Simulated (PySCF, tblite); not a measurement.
# CH8SSi3, a small gas-phase stand-in for a defect centre: NMR shifts, core binding energies and electronic excitations

Wanted: the NMR shifts, core binding energies and electronic excitations for `[SiH3]C[Si]S[SiH3]`. It is drawn as: twofold Si.

Computed with tblite 0.8.0 and PySCF 2.14.0; each step states its level. No surroundings beyond the atoms listed, unless a continuum is named. Atoms count from 0, parts from 1.

## Step 1: The system as given

13 atoms, charge 0, multiplicity 1; geometry: distance geometry start.

## Step 2: Geometry optimisation with GFN2-xTB

The job: settings as JSON, then the geometry in Å.

```
{"job": {"kind": "relax", "xc": "GFN2-xTB", "basis": "xTB"}, "charge": 0, "multiplicity": 1}
Si    -0.013113    -0.093273     0.542815
C     -0.084771     1.231820     1.823953
Si    -1.606248     1.015371     2.847422
S     -0.226862    -1.449414    -1.096057
Si    -1.736630    -2.985640    -1.268487
H      0.754178     1.187008     2.433460
H     -0.111439     2.170326     1.360060
H     -2.746559     1.185827     2.026918
H     -1.600729    -0.298211     3.413120
H     -1.594648     1.997850     3.895030
H     -1.188712    -4.258232    -0.966184
H     -2.818015    -2.697760    -0.350326
H     -2.269370    -3.016180    -2.580582
```

Level: GFN2-xTB geometry optimisation, gas phase.

The run is started by

```sh
$ OMP_NUM_THREADS=1 python cluster_run.py task.json out
```

One launch serves the whole session: the jobs run in the order shown.

**Question.** The jobs that follow are: PBE0-D3(BJ)/def2-SVP geometry optimisation, gas phase; GIAO PBE0/pcSseg-1 NMR shielding, non-relativistic, gas phase; delta-SCF UKS SCAN, pcX-2 on the ionised atom, pcseg-1 elsewhere, spin-free X2C; TDDFT CAM-B3LYP/def2-SVPD, vertical, gas phase, core orbitals frozen in the response. Predict: point group; rotational constants (main isotopes); 13C shifts against TMS (PBE0/pcSseg-1); 1H shifts against TMS (PBE0/pcSseg-1); 29Si shifts against TMS (PBE0/pcSseg-1); 33S shifts against CS2 (PBE0/pcSseg-1); Si2p binding energies, SCAN/pcX-2; C1s binding energies, SCAN/pcX-2; S2p binding energies, SCAN/pcX-2; lowest singlet (CAM-B3LYP/def2-SVPD); brightest single state of those computed; lowest triplet; vertical ionisation energy (ΔSCF); vertical electron affinity (ΔSCF).

As calculated:

```
                                quantity                                               value
                             point group                                                  C1
    rotational constants (main isotopes)                                4.55, 0.84, 0.78 GHz
  13C shifts against TMS (PBE0/pcSseg-1)                                            31.0 ppm
   1H shifts against TMS (PBE0/pcSseg-1)  5.12, 5.11, 5.03, 3.97, 3.95, 3.74, 2.25, 1.97 ppm
 29Si shifts against TMS (PBE0/pcSseg-1)                             510.8, -38.4, -89.5 ppm
  33S shifts against CS2 (PBE0/pcSseg-1)                                             162 ppm
       Si2p binding energies, SCAN/pcX-2               Si4 107.34, Si0 107.08, Si2 106.87 eV
        C1s binding energies, SCAN/pcX-2                                        C1 289.71 eV
        S2p binding energies, SCAN/pcX-2                                        S3 168.90 eV
    lowest singlet (CAM-B3LYP/def2-SVPD)                         3.16 eV (392 nm), f = 0.012
brightest single state of those computed                         state 4, 5.82 eV, f = 0.326
                          lowest triplet                                             1.93 eV
       vertical ionisation energy (ΔSCF)                                             8.46 eV
       vertical electron affinity (ΔSCF)                                             0.67 eV
```

What this shows: The start of the PBE0/def2-SVP relaxation was shaken at random by about 0.01 Å, so part of the energy gained, and of the first lengths quoted, undoes that. Relaxing lowered the energy by 0.184 eV in 19 steps; the close pair that moved most is Si2–H7, from 1.429 to 1.492 Å (PBE0/def2-SVP). No frequency check was run at this level, so the end point may be a saddle. Hydrogens of an XH3 group are listed apart at this fixed geometry; free rotation makes them one line at their mean. At SCAN/pcX-2: The Si2p levels kept as sound span 0.48 eV, from Si2 (silicon bonded to C, 3 H) up to Si4 (silicon bonded to S, 3 H). The lowest singlet, at 3.16 eV, is HOMO→LUMO 0.99 and is weak; of the 6 states computed, the strongest absorption comes from state 4 at 5.82 eV. The lowest triplet lies 1.23 eV below the lowest singlet (triplets in Tamm-Dancoff, singlets in full TDDFT). The orbital energy would give 7.81 eV for ionisation, ΔSCF gives 8.46 eV. A capped cluster stands for the solid here, so long-range fields and strain are missing, and bands or shifts of the capping hydrogens have no counterpart in it.
